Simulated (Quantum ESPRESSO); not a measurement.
**CeC under changes of volume**

One of the cells (17.496 Å³/atom); the others are scaled copies at fixed shape and fractional positions:

```xyz
2
Lattice="0.0000 2.5961 2.5961 2.5961 0.0000 2.5961 2.5961 2.5961 0.0000" Properties=species:S:1:pos:R:3 pbc="T T T"
Ce    0.0000    0.0000    0.0000
C     2.5961    2.5961    2.5961
```

The cell comes from a database or a generator and needn't be the stable form of this composition.

| Quantity | Value |
| --- | --- |
| Program | Quantum ESPRESSO 7.5 |
| Functional | PBE |
| Potentials or basis | SSSP 1.3 efficiency PBE |
| Cutoff | 748 eV |
| Density cutoff | 5987 eV |
| k mesh | 9 × 9 × 9 |
| Occupations | fermi-dirac, width 0.05 eV |
| Spin | collinear spin, ferromagnetic start |
| Starting moments | [1.0, 0.0] μB |

| volume (Å³/atom) | energy over the lowest point (meV/atom) | pressure (GPa) |
| --- | --- | --- |
| 16.447 | 26.09 | 8.3 |
| 16.797 | 11.48 | 5.2 |
| 17.146 | 3.00 | 2.6 |
| 17.496 | 0.00 | 0.2 |
| 17.846 | 1.96 | -2.0 |
| 18.196 | ? | ? |

**Question.** What does the run at 18.196 Å³/atom give?

**Answer.** Energy over the lowest point 8.34 meV/atom; pressure -3.9 GPa.

Worked out: A Birch-Murnaghan fit of order 3 (a polynomial in V^(-2/3)) to the other rows has its minimum at 17.53 Å³/atom with B0 = V·E''(V) = 113 GPa and B' = 4.2. It gives 8.39 meV/atom at 18.196 Å³/atom, against the run's 8.34, and -dE/dV = -3.9 GPa, against -3.9.

Energies are extrapolated to zero smearing.

Caveats: the magnetic or orbital state may not be the lowest; without U or exact exchange the open f shell lies at the Fermi level, which spoils levels, moments and volumes.
